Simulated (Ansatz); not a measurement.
# AsH2+ (singlet): from Hartree-Fock to the top rungs at distance As1–H3 = 1.714 Å, cc-pVDZ

Aim: climb from Hartree-Fock through coupled cluster and multireference methods for AsH2+ (singlet) at one geometry and basis, and see what each rung misses.

Method: cc-pVDZ, core rule «outside noble gas», up to 14 orbitals frozen; program: Ansatz 0.2.0, Gaussian basis.

The runs, in order: UHF; CCSD(T) on RHF; CCSD(T) on UHF; BCCD(T) on RHF; CISD; CCSDT(Q) on RHF; CCSDT(Q) on UHF; CCSDTQ on RHF; CASSCF and MRCISD+Q, 2 electrons in 2 orbitals; CASSCF and NEVPT2, 2 electrons in 2 orbitals; CASSCF and MRCISD+Q, 6 electrons in 6 orbitals; CASSCF and NEVPT2, 6 electrons in 6 orbitals; Full CI.

22 further runs of the same task are left out: 15 that didn't finish, 7 set aside as unsound or not needed. Runs told in other sessions of the task aren't counted.

## (1) The system

The geometry derives from a PBE0/def2-TZVP stationary point (not a proven minimum). One bond is set to the value named and the two fragments are kept rigid. No spin-orbit coupling is included. The filled d shell of As may be among the frozen orbitals whatever the setting's name suggests.

3 atoms, charge 1, spin multiplicity 1.

Atoms are counted from 1 here; the program's logs count them from 0.

Bond lengths: As1–H2 1.530 Å, As1–H3 1.714 Å. Angles: H2–As1–H3 91.0°.

## (2) UHF

File in.yaml:

```yaml
crystal:
  periodic: [false, false, false]
  atoms:
    - {symbol: As, position_ang: [0.000000, -0.029797, -0.001719]}
    - {symbol: H, position_ang: [0.000000, 1.042902, -1.092618]}
    - {symbol: H, position_ang: [0.000000, 1.171943, 1.220417]}
basis:
  gaussian: {orbitals: cc-pVDZ}
total_charge: 1
magnetization: {spin_polarized: true, initial_magnetization: 0}
hamiltonian: {xc: hf}
output: {orbitals: {seedname: orbitals}}
```

Command:

```
> ansatz run in.yaml --threads 1 --pin off --events-out ev --progress --plain --max-ram 2393MiB
```

Further steps of the session: CCSD(T) on RHF; CCSD(T) on UHF; BCCD(T) on RHF; CISD; CCSDT(Q) on RHF; CCSDT(Q) on UHF; CCSDTQ on RHF; CASSCF and MRCISD+Q, 2 electrons in 2 orbitals; CASSCF and NEVPT2, 2 electrons in 2 orbitals; CASSCF and MRCISD+Q, 6 electrons in 6 orbitals; CASSCF and NEVPT2, 6 electrons in 6 orbitals; Full CI.

Q: Predict the results of all the runs planned. Wanted: FCI from the RHF energy; RMP2 from FCI; RCCSD from FCI; RCCSD(T) from FCI; RCCSDT(Q) from FCI; NEVPT2 pair from FCI; MRCISD+Q pair from FCI; NEVPT2 valence from FCI; T1 diagnostic.

**Answer**, as computed:

| quantity | value |
| --- | --- |
| FCI from the RHF energy | -3.3119 eV |
| RMP2 from FCI | +81.9 kJ/mol |
| RCCSD from FCI | +7.9 kJ/mol |
| RCCSD(T) from FCI | +1.8 kJ/mol |
| RCCSDT(Q) from FCI | +0.1 kJ/mol |
| NEVPT2 pair from FCI | +69.5 kJ/mol |
| MRCISD+Q pair from FCI | -3.5 kJ/mol |
| NEVPT2 valence from FCI | +45.6 kJ/mol |
| levels within 1 kcal/mol (43 meV) | RCCSD(T), BCCD(T), RCCSDT, RCCSDT(Q), RCCSDTQ, MRCISD+Q pair, MRCISD+Q valence |
| T1 diagnostic | 0.013 |
| effectively unpaired electrons | 0.08 |

In words: RCCSD(T) misses by +1.8 kJ/mol, 0.6 % of the correlation energy. MRCISD+Q pair falls below full CI: the +Q correction isn't variational, and the cores differ from full CI's. One determinant dominates. Of the multireference levels listed MRCISD+Q valence comes nearest in total energy (+0.2 kJ/mol), which doesn't show that its space is the better one. These misses are within one basis, not against nature.
